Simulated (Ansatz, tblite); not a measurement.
**The cluster InSi6−: rung by rung**

The task here is to estimate one member of a computed series from the others.

Method: as each input shows; program: Ansatz 0.2.0, Gaussian basis.

Levels to be run: GFN2-xTB, PBE-D4/def2-TZVPD, r2SCAN-D4/def2-TZVPD, LDA/def2-TZVPD, ωB97X-V/def2-TZVPD, B3LYP-D4/def2-TZVPD, CCSD(T)/def2-SVPD, MP2/def2-TZVPD.

6 further runs of the same task are left out: 6 set aside as unsound or not needed. Runs told in other sessions of the task aren't counted.

## The structure

The singlet was relaxed beforehand with PBE0-D4/def2-SVPD. At that level it is the lowest of the isomers that a small search found.

7 atoms, charge -1, spin multiplicity 1.

Bond lengths: In1–Si4 2.688 Å, In1–Si6 2.637 Å, Si2–Si3 2.401 Å, Si2–Si4 2.373 Å, Si2–Si5 2.422 Å, Si2–Si7 2.589 Å, Si3–Si5 2.401 Å, Si3–Si7 2.335 Å, Si4–Si5 2.372 Å, Si5–Si7 2.589 Å, Si6–Si7 2.220 Å. Angles: Si4–In1–Si6 132.9°, Si3–Si2–Si4 116.8°, Si3–Si2–Si5 59.7°, Si3–Si2–Si7 55.6°, Si4–Si2–Si5 59.3°, Si4–Si2–Si7 106.2°, Si5–Si2–Si7 62.1°, Si2–Si3–Si5 60.6°, Si2–Si3–Si7 66.3°, Si5–Si3–Si7 66.3°, In1–Si4–Si2 77.0°, In1–Si4–Si5 77.1°, Si2–Si4–Si5 61.4°, Si2–Si5–Si3 59.7°, Si2–Si5–Si4 59.3°, Si2–Si5–Si7 62.1°, Si3–Si5–Si4 116.9°, Si3–Si5–Si7 55.6° and more.

In takes a core potential in the def2 sets. No spin-orbit coupling is included. The ion is computed in the gas phase, without counter-ions or solvent.

PBE0-D4/def2-TZVPD was run before; its log isn't repeated, and its numbers join the tables.

The first run:

Tight binding, by tblite at 300 K electronic temperature and without a spin-polarisation term:

```python
tblite.interface.Calculator('GFN2-xTB', numbers, positions, charge=-1, uhf=0).singlepoint()
```

start.molden holds the orbitals of an earlier run on this state, given as this run's starting guess.

The input, in.yaml:

```yaml
crystal:
  periodic: [false, false, false]
  atoms:
    - {symbol: In, position_ang: [1.285251, 0.993498, 1.398464]}
    - {symbol: Si, position_ang: [0.187754, 0.514110, -1.525698]}
    - {symbol: Si, position_ang: [-1.448041, -1.243074, -1.580770]}
    - {symbol: Si, position_ang: [-0.332272, 2.417996, -0.207445]}
    - {symbol: Si, position_ang: [-1.562050, 0.421124, 0.145914]}
    - {symbol: Si, position_ang: [1.707854, -1.594305, 1.680328]}
    - {symbol: Si, position_ang: [0.161505, -1.509359, 0.089207]}
basis:
  gaussian: {orbitals: def2-TZVPD, initial_orbitals: start.molden}
total_charge: -1
hamiltonian: {xc: pbe, dispersion: d4}
scf: {omitted_lower_state_checks: [starts]}
output: {forces: true, orbitals: {seedname: orbitals}}
```

The run is started by

```bash
ansatz run in.yaml --threads 4 --pin off --events-out ev --progress --plain --max-ram 4787MiB
```

Among the steps run: PBE-D4/def2-TZVPD; r2SCAN-D4/def2-TZVPD; LDA/def2-TZVPD; ωB97X-V/def2-TZVPD; B3LYP-D4/def2-TZVPD; CCSD(T)/def2-SVPD; MP2/def2-TZVPD.

One of the session's tables, all rows but one given; the rest of the session is left out.

| level | HOMO (eV) | LUMO (eV) | gap (eV) |
| --- | --- | --- | --- |
| LDA/def2-TZVPD | -1.30 | 0.13 | 1.43 |
| PBE-D4/def2-TZVPD | -1.15 | 0.27 | 1.42 |
| r2SCAN-D4/def2-TZVPD | -1.30 | 0.25 | 1.55 |
| B3LYP-D4/def2-TZVPD | -1.61 | 0.81 | 2.42 |
| PBE0-D4/def2-TZVPD | ? | ? | ? |
| ωB97X-V/def2-TZVPD | -3.41 | 2.50 | 5.91 |

Q: Estimate the row for PBE0-D4/def2-TZVPD from the others.

The run gave: HOMO (eV): -1.80; LUMO (eV): 0.84; gap (eV): 2.64. In the column «HOMO (eV)» it lies between ωB97X-V/def2-TZVPD (-3.41) and B3LYP-D4/def2-TZVPD (-1.61).
